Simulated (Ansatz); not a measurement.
# Sn3As: the cost of one run

Computed with Ansatz 0.2.0 (DFT PBE, scalar-relativistic, plane waves, PAW, unless a step's input says otherwise).

**1. The starting structure**

Symmetry: P6_3/mmc, No. 194, hexagonal system. Conventional cell: a = 6.511 Å, b = 6.511 Å, c = 5.620 Å, α = 90.00°, β = 90.00°, γ = 120.00°. Around Sn (site symmetry mm2) lie 8 Sn at 3.22 to 3.39 Å and 4 As at 3.26 to 3.37 Å. As (site symmetry -6m2) is surrounded by 12 Sn at 3.26 to 3.37 Å.

Structure file:

```
Sn As
1.0
     6.51119    0.00000    0.00000
    -3.25560    5.63886    0.00000
     0.00000    0.00000    5.62001
Sn As
6 2
Cartesian
  1.6444 0.9494 4.2150
  4.8668 0.9494 4.2150
  3.2556 3.7401 4.2150
  1.6112 4.6895 1.4050
  -1.6112 4.6895 1.4050
  0.0000 1.8988 1.4050
  3.2556 1.8796 1.4050
  0.0000 3.7592 4.2150
```

(A quick probe on a coarse mesh, which set the mesh and smearing, is not shown.)

**3. Full relaxation**

input.yaml reads:

```yaml
crystal:
  lattice:
    - [6.5111921382, 0.0, 0.0]
    - [-3.2555960691, 5.6388578006, 0.0]
    - [0.0, 0.0, 5.620008]
  atoms:
    - { symbol: Sn, position: [0.336726, 0.168363, 0.75] }
    - { symbol: Sn, position: [0.831637, 0.168363, 0.75] }
    - { symbol: Sn, position: [0.831637, 0.663274, 0.75] }
    - { symbol: Sn, position: [0.663274, 0.831637, 0.25] }
    - { symbol: Sn, position: [0.168363, 0.831637, 0.25] }
    - { symbol: Sn, position: [0.168363, 0.336726, 0.25] }
    - { symbol: As, position: [0.66666667, 0.33333333, 0.25] }
    - { symbol: As, position: [0.33333333, 0.66666667, 0.75] }
basis:
  ecutwfc: 420
kpoints:
  mp_grid: { grid: [6, 6, 8] }
hamiltonian:
  xc: pbe
scf:
  occupations: { method: gaussian, width: 0.1 }
output:
  forces: true
  stress: true
  eigenvalues: true
relax:
  adjacent_minimum: "off"
  f_tol: 0.01
  max_steps: 80
  cell: { stress_tol: 0.05 }
```

Launch:

```sh
$ ansatz run input.yaml --threads 1 --pin off --max-ram 2560MiB --backend cpu --events-out ev --progress --plain --runs-dir out
```

Q: Estimate wall time and peak memory on 1 thread of Arm Neoverse V2, shared host.

About 4.7 min, with a peak of 0.67 GiB.
